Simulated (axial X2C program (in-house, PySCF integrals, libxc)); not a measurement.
# HgP⁻: properties at the nuclei

Wanted for HgP⁻: properties at the nuclei, at the two-component level.

Program: an in-house X2C program for linear molecules on PySCF integrals. Level of theory: two-component X2C with atomic mean-field terms, Hg dyall-acv3z, P dyall-av3z. These are calculated values, not measurements.

### 1 Input

File task.json:

```json
{"zs": [80, 15], "q": -1, "bas": ["dyall-acv3z", "dyall-av3z"], "r0": 2.44, "levels": ["PBE0", "HF", "PBE50", "LDA", "BP86"], "nst": 3}
```

Keys: zs atomic numbers; q charge; bas basis sets; r0 starting distance in Å; levels methods (HF also brings MP2); nst determinants followed.

Command:

```sh
$ python soeom.py task.json out
```

Further steps of the session: Expectation values, lowest determinant; Expectation values, a higher determinant; Expectation values, a higher determinant.

Q: Predict the outcome of this session. Wanted: lowest determinant; Eeff magnitude; Ws magnitude Hg; A∥/gI Hg; qzz Hg; higher determinant (for each run or level that gives them).

**Answer**, as computed:

| quantity | value |
| --- | --- |
| lowest determinant | Ω = 2 (excess of +ω over −ω: ω = 1/2, ω = 3/2) |
| Eeff magnitude (GV/cm), PBE0 | 61.5 |
| Ws magnitude Hg (kHz), PBE0 | 36.3 |
| A∥/gI Hg (MHz), PBE0 | 440 |
| qzz Hg (a.u.), PBE0 | -3.69 |
| higher determinant | Ω = 1 (excess of +ω over −ω: ω = -1/2, ω = 3/2) |
| Eeff magnitude (GV/cm), PBE0, higher determinant | 52 |
| Ws magnitude Hg (kHz), PBE0, higher determinant | 60.7 |
| A∥/gI Hg (MHz), PBE0, higher determinant | -862 |
| qzz Hg (a.u.), PBE0, higher determinant | -4.22 |
| higher determinant | Ω = 1 (excess of +ω over −ω: 2 × ω = 1/2) |
| Eeff magnitude (GV/cm), PBE0, higher determinant | 65.6 |
| Ws magnitude Hg (kHz), PBE0, higher determinant | 76.3 |
| A∥/gI Hg (MHz), PBE0, higher determinant | 1290 |
| qzz Hg (a.u.), PBE0, higher determinant | -4.29 |

**Reading.** In the first state, the effective field runs from 49.7 to 89 GV/cm over the mean-field levels. The expectation values come from single determinants, which for open shells can mix terms of unlike spin or miss the lowest Ω, so a determinant need not be a state. Eeff is the effective electric field on the electron dipole moment in this Ω state and Ws the scalar–pseudoscalar constant (defined with the proton number Z and per Ω); A∥ is the parallel hyperfine constant, which follows by multiplying with the nuclear g factor gI = μI/(I μN); qzz is the electric field gradient, eQq0 = 234.96 MHz × Q/barn × qzz. The operators were transformed with the bare-nucleus X2C matrices.
